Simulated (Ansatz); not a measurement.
# Sn3Se (Pm-3m) in Ansatz: convergence with k mesh

Aim: find how far k mesh must go before the results for Sn3Se settle, at PBEsol. This setting moves, with any that are tied to it; all else stays.

Everything below comes from runs of Ansatz 0.2.0. Logs are shortened: lines on timing, memory, paths and dates and some standing lists are left out, and cuts for length are marked.

### 1 Starting point

It takes space group Pm-3m (No. 221, cubic). Conventional cell: a = 4.742 Å, b = 4.742 Å, c = 4.742 Å, α = 90.00°, β = 90.00°, γ = 90.00°. Sn (site symmetry 4/mmm) has 8 Sn at 3.35 Å and 4 Se at 3.35 Å as nearest neighbours. Around Se (site symmetry m-3m) lie 12 Sn at 3.35 Å.

The cell comes from a database or a generator and needn't be the stable form of this composition.

### 2 With k mesh 2 × 2 × 2

The input, input.yaml:

```yaml
crystal:
  lattice:
    - [4.741879, 0.0, 0.0]
    - [0.0, 4.741879, 0.0]
    - [0.0, 0.0, 4.741879]
  atoms:
    - { symbol: Sn, position: [0.5, 0.5, 0.0] }
    - { symbol: Sn, position: [0.5, 0.0, 0.5] }
    - { symbol: Sn, position: [0.0, 0.5, 0.5] }
    - { symbol: Se, position: [0.0, 0.0, 0.0] }
hamiltonian:
  xc: pbesol
  pseudopotentials: { kind: paw }
kpoints:
  mp_grid: { grid: [2, 2, 2] }
scf:
  occupations: { method: gaussian, width: 0.05 }
output:
  forces: true
  stress: true
  eigenvalues: true
```

Potentials or basis: Ansatz PAW.

Launch:

```console
$ ansatz run input.yaml --threads 2 --pin off --max-ram 5632MiB --backend cpu --events-out ev --progress --plain --runs-dir out
```

It took 0.69 s on 2 threads of Arm Neoverse V2, shared host; peak memory 0.33 GiB.

Results:

| Property | Result |
| --- | --- |
| Free energy | -23273.3798 eV |
| Pressure | -3.5 GPa |
| Band gap on the k mesh | none (metal or under the smearing width) |

### 3 With k mesh 3 × 3 × 3

input.yaml, as its differences from that of step 2:

```diff
@@ -14,3 +14,3 @@
 kpoints:
-  mp_grid: { grid: [2, 2, 2] }
+  mp_grid: { grid: [3, 3, 3] }
 scf:
```

Potentials or basis: Ansatz PAW.

Launch:

```console
$ ansatz run input.yaml --threads 2 --pin off --max-ram 5632MiB --backend cpu --events-out ev --progress --plain --runs-dir out
```

It took 0.77 s on 2 threads of Arm Neoverse V2, shared host; peak memory 0.33 GiB.

What came out:

```yaml
Free_energy: -23273.3108 eV
Pressure: -2.9 GPa
Band_gap_on_the_k_mesh: none (metal or under the smearing width)
```

### 4 With k mesh 4 × 4 × 4

input.yaml, as its differences from that of step 3:

```diff
@@ -14,3 +14,3 @@
 kpoints:
-  mp_grid: { grid: [3, 3, 3] }
+  mp_grid: { grid: [4, 4, 4] }
 scf:
```

Launch:

```console
$ ansatz run input.yaml --threads 2 --pin off --max-ram 5632MiB --backend cpu --events-out ev --progress --plain --runs-dir out
```

It took 1.3 s on 2 threads of Arm Neoverse V2, shared host; peak memory 0.36 GiB.

Results:

```yaml
Free_energy: -23273.4878 eV
Pressure: -2.6 GPa
Band_gap_on_the_k_mesh: none (metal or under the smearing width)
```

### 5 With k mesh 5 × 5 × 5

input.yaml, as its differences from that of step 4:

```diff
@@ -14,3 +14,3 @@
 kpoints:
-  mp_grid: { grid: [4, 4, 4] }
+  mp_grid: { grid: [5, 5, 5] }
 scf:
```

Launch:

```console
$ ansatz run input.yaml --threads 2 --pin off --max-ram 5632MiB --backend cpu --events-out ev --progress --plain --runs-dir out
```

It took 1.2 s on 2 threads of Arm Neoverse V2, shared host; peak memory 0.36 GiB.

Results (log left out):

```yaml
Free_energy: -23273.4368 eV
Pressure: -2.1 GPa
Band_gap_on_the_k_mesh: none (metal or under the smearing width)
```

### 6 With k mesh 7 × 7 × 7

input.yaml, as its differences from that of step 5:

```diff
@@ -14,3 +14,3 @@
 kpoints:
-  mp_grid: { grid: [5, 5, 5] }
+  mp_grid: { grid: [7, 7, 7] }
 scf:
```

Potentials or basis: Ansatz PAW.

Launch:

```console
$ ansatz run input.yaml --threads 2 --pin off --max-ram 5632MiB --backend cpu --events-out ev --progress --plain --runs-dir out
```

It took 2.1 s on 2 threads of Arm Neoverse V2, shared host; peak memory 0.38 GiB.

The run converged. Its results:

```
Free energy            : -23273.4546 eV
Pressure               : -2.8 GPa
Band gap on the k mesh : none (metal or under the smearing width)
```

### 7 With k mesh 8 × 8 × 8

input.yaml, as its differences from that of step 6:

```diff
@@ -14,3 +14,3 @@
 kpoints:
-  mp_grid: { grid: [7, 7, 7] }
+  mp_grid: { grid: [8, 8, 8] }
 scf:
```

Launch:

```console
$ ansatz run input.yaml --threads 2 --pin off --max-ram 5632MiB --backend cpu --events-out ev --progress --plain --runs-dir out
```

Run time: 3.3 s. Hardware: 2 threads of Arm Neoverse V2, shared host; peak memory 0.41 GiB.

It converged, with:

```yaml
Free_energy: -23273.4140 eV
Pressure: -2.7 GPa
Band_gap_on_the_k_mesh: none (metal or under the smearing width)
```

### 8 With k mesh 9 × 9 × 9

input.yaml, as its differences from that of step 7:

```diff
@@ -14,3 +14,3 @@
 kpoints:
-  mp_grid: { grid: [8, 8, 8] }
+  mp_grid: { grid: [9, 9, 9] }
 scf:
```

Potentials or basis: Ansatz PAW.

Launch:

```console
$ ansatz run input.yaml --threads 2 --pin off --max-ram 5632MiB --backend cpu --events-out ev --progress --plain --runs-dir out
```

Output:

```text
Warning: RAYON_NUM_THREADS=2 ignored (pool sized by the plan → 2); use --threads N
Engine: ansatz 0.2.0, aarch64-unknown-linux-gnu
Pseudopotentials: kind: paw
Pseudopotential: Sn, paw, valence charge 14, recommended cutoff 420 eV (normal), Sn.paw.azcp
Pseudopotential: Se, paw, valence charge 16, recommended cutoff 420 eV (normal), Se.paw.azcp
Functional definition: PBEsol
  exchange = pbesol_x
  correlation = pbesol_c
Crystal: 4 atoms, lattice volume = 106.623 Å³
Basis set: ecut = 420 eV, 2103 PW (Γ), exchange–correlation on 64×64×64 points (8 copies of the dense FFT grid, shifted against one another)
Bands: 35, of which v1, the nominal top of the filled ones, is band 29 counted from 1 (28 counted from 0)
Symmetry: 48 space group operations
Space group: Pm-3m (ITA 221), of the structure as read, at distance tolerance 4.7e-5 Å
k-points: 35 of 729
Non-local potential: Sn, projectors of the file, l = 0: 2, l = 1: 2, l = 2: 2, l = 3: 2
Non-local potential: Se, projectors of the file, l = 0: 2, l = 1: 2, l = 2: 3, l = 3: 1
PAW form: soft (Blöchl's): semilocal exchange-correlation on the pseudo side does not see the compensation charge
PAW frozen core: Sn, regenerated for the run's functional, and the local potential with it (the file was generated under x = pbe(κ = 0.804, μ = 0.2195149727645171), c = pbe(β = 0.06672455060314922))
PAW frozen core: Se, regenerated for the run's functional, and the local potential with it (the file was generated under x = pbe(κ = 0.804, μ = 0.2195149727645171), c = pbe(β = 0.06672455060314922))
PAW one-centre angular grid: Sn, 590 points (default); XC on 64 Gauss nodes
PAW one-centre angular grid: Se, 590 points (default); XC on 64 Gauss nodes
Initial density: superposition of atomic densities (neutral atoms: chi_scale 0, normalization atom), corrected by the library's trained network
Initial wavefunctions: pseudopotential atomic-orbital guess
Functional: x = pbesol(κ = 0.804, μ = 0.12345679012345678), c = pbesol(β = 0.046)
SCF iter   1: F=—  HF=-23273.445127 eV  |F-HF|=—  |Δ(HF+E_count)|=         —  Δρ=2.91e-3  dr2=1.09e-2  ethr=1.77e-3  ⟨swp⟩=7.4  Hψ=5200  notcnv=0
preconditioner: auto → Resta (q_TF=auto, 2.465 Å⁻¹)  ε∞=3.0  [insulator: Δε(μ)=0.064 eV  Ē_g=17.739 eV  σ=0.050 eV  W_gap=0.61  n_scr=26 (ndim 8)  ℏωp=24.9 eV  f_vac=0.000  D(μ)=2.10/eV (n_scr^D=18)  ε∞_Penn≈3.0]
SCF iter   2: F=—  HF=-23273.438789 eV  |F-HF|=—  |Δ(HF+E_count)|=   6.34e-3  Δρ=1.63e-3  dr2=2.93e-3  ethr=1.88e-5  ⟨swp⟩=2.0  Hψ=1791  notcnv=0  defer=9
SCF iter   3: F=—  HF=-23273.437881 eV  |F-HF|=—  |Δ(HF+E_count)|=   9.08e-4  Δρ=4.71e-4  dr2=3.73e-4  ethr=5.05e-6  ⟨swp⟩=2.0  Hψ=2023  notcnv=0  defer=9
SCF iter   4: F=—  HF=-23273.437716 eV  |F-HF|=—  |Δ(HF+E_count)|=   1.65e-4  Δρ=1.55e-4  dr2=2.46e-5  ethr=6.44e-7  ⟨swp⟩=2.0  Hψ=2193  notcnv=0  defer=9
SCF iter   5: F=—  HF=-23273.437711 eV  |F-HF|=—  |Δ(HF+E_count)|=   4.98e-6  Δρ=2.18e-4  dr2=3.36e-5  ethr=4.23e-8  ⟨swp⟩=2.0  Hψ=2201  notcnv=0  defer=9
SCF iter   6: F=—  HF=-23273.437684 eV  |F-HF|=—  |Δ(HF+E_count)|=   2.70e-5  Δρ=1.75e-5  dr2=3.05e-7  ethr=4.23e-8  ⟨swp⟩=2.0  Hψ=2198  notcnv=0  defer=9
SCF iter   7: F=-23273.437684 eV  HF=-23273.437684 eV  |F-HF|=1.71e-8  |Δ(HF+E_count)|=   5.58e-8  Δρ=4.14e-6  dr2=1.52e-8  ethr=1.72e-10  ⟨swp⟩=8.8  Hψ=5521  notcnv=0
SCF 1 converged in 7 iterations: F = -23273.437684 eV  dr2 = 1.52e-8
SCF converged after 7 iterations
Free energy (F): -23273.437684 eV
Harris-Foulkes:  -23273.437684 eV  (|F-HF|=1.71e-8)
Internal energy: -23273.434781 eV  (E = F + TS)
E sigma→0 (E₀):  -23273.436233 eV
Entropy (-TS):   -0.002903 eV (-0.726 meV/atom)
Fermi energy:    10.284760 eV
--- Per-component energies (eV) ---
  E_band       = -626.440444
  E_kinetic    = 674.188652
  E_local      = -4811.874124  (includes V_loc(G=0)·N_el)
  E_nonlocal   = -685.184797
  E_hartree    = 2710.140204
  E_xc         = -1241.781776
  E_vxc        = -388.913487  (∫ρ·V_xc dr)
  E_paw        = -14055.963557  (= ΣΔE_a)
  E_vpaw       = -834.929234  (= ΣTr[D̂ρ^β])
  E_aug_tail   = -0.000560  (compensation charges beyond the density's cutoff)
  E_ewald      = -5864.821793
  E_core_change = 1.862970  (= ΣΔE_core)
  E_smearing   = -0.002903  (= −TS)
  E_closure    = 0.000000  (closes the sum)
  Σ components = -23273.437684   (vs F -23273.437684, Δ=0.00e0)
--- Forces (eV/Å), atoms counted from 1 ---
  atom   1  Sn     0.00000000    -0.00000000     0.00000000
  atom   2  Sn     0.00000000    -0.00000000    -0.00000000
  atom   3  Sn     0.00000000    -0.00000000    -0.00000000
  atom   4  Se    -0.00000000     0.00000000     0.00000000
  max |Σ_I F_I| component: 1.09e-28 eV/Å
--- Stress (GPa, compression-positive) ---
       -2.610901       0.000000       0.000000
        0.000000      -2.610901       0.000000
        0.000000       0.000000      -2.610901
  P = ⅓ Tr σ = -2.6109 GPa (-26.109 kbar)
--- Band table (eV; the first three rows and the last of 35) ---
  k-point 0: bands = ["-37.7758", "-37.7758", "-37.7758", "-37.7757", "-37.7757", "-11.4295", "-11.4295", "-11.4295", "-11.4041", "-11.4041", "-11.3785", "-11.3325", "-11.3325", "-11.3325", "-11.2711", "-11.2291", "-11.2291", "-11.1861", "-11.1861", "-11.1861", "-3.2297", "1.1914", "5.3813", "5.3813", "5.9742", "5.9742", "5.9742", "10.2472", "10.2472", "10.2472", "12.5541", "12.5541", "12.5541", "14.4680", "15.6896"]
  k-point 1: bands = ["-37.7758", "-37.7758", "-37.7758", "-37.7757", "-37.7757", "-11.4282", "-11.4232", "-11.4232", "-11.4036", "-11.4004", "-11.3742", "-11.3338", "-11.3324", "-11.3324", "-11.2744", "-11.2326", "-11.2290", "-11.1934", "-11.1934", "-11.1861", "-3.1945", "1.1586", "4.6186", "5.4205", "6.0538", "6.0538", "6.8951", "10.0675", "10.1360", "10.1360", "12.0902", "12.3412", "12.3412", "14.8044", "15.7601"]
  k-point 2: bands = ["-37.7758", "-37.7758", "-37.7758", "-37.7757", "-37.7757", "-11.4247", "-11.4053", "-11.4053", "-11.4025", "-11.3900", "-11.3621", "-11.3372", "-11.3318", "-11.3318", "-11.2837", "-11.2428", "-11.2287", "-11.2143", "-11.2143", "-11.1861", "-3.1003", "1.0543", "3.8671", "5.5264", "6.2849", "6.2849", "8.0130", "9.7387", "9.7387", "9.8363", "11.2683", "12.1300", "12.1300", "15.2688", "15.5198"]
  k-point 34: bands = ["-37.7758", "-37.7758", "-37.7758", "-37.7757", "-37.7757", "-11.4108", "-11.3993", "-11.3993", "-11.3950", "-11.3623", "-11.3573", "-11.3573", "-11.3192", "-11.3192", "-11.2528", "-11.2482", "-11.2482", "-11.2313", "-11.2313", "-11.2264", "-2.5174", "3.0335", "3.4004", "3.4004", "5.1827", "5.1827", "5.3241", "5.9203", "11.9467", "12.2129", "12.2129", "15.7154", "15.7154", "16.1408", "16.1837"]
```

Wall time 3.4 s (2 threads of Arm Neoverse V2, shared host); peak memory 0.41 GiB.

What came out:

* Free energy: -23273.4377 eV
* Pressure: -2.6 GPa
* Band gap on the k mesh: none (metal or under the smearing width)

### 9 Result

```csv
k mesh,"energy less the tightest run, at zero smearing (meV/atom)",pressure (GPa),SCF cycles,CPU time (s),peak memory (GiB)
2 × 2 × 2,16.02,-3.50,8,1.2,0.33
3 × 3 × 3,32.80,-2.90,8,1.4,0.33
4 × 4 × 4,-12.05,-2.63,8,2.5,0.36
5 × 5 × 5,0.09,-2.13,7,2.2,0.36
7 × 7 × 7,-4.15,-2.78,7,4,0.38
8 × 8 × 8,6.28,-2.65,7,6.3,0.41
9 × 9 × 9,0.00,-2.61,7,6.5,0.41
```

Against the tightest run, the pressure stays within 0.1 GPa from 8 × 8 × 8 on. Not settled before the last step: the energy (to 1 meV/atom). Meshes of other sizes hit other points, so gaps and Fermi surfaces needn't settle smoothly. The tightest run that finished is the yardstick and may itself not be fully converged.

Caveats: the PAW data sets come from PBE, with cores solved anew for the run's functional, which leaves a small shift of forces and pressure.
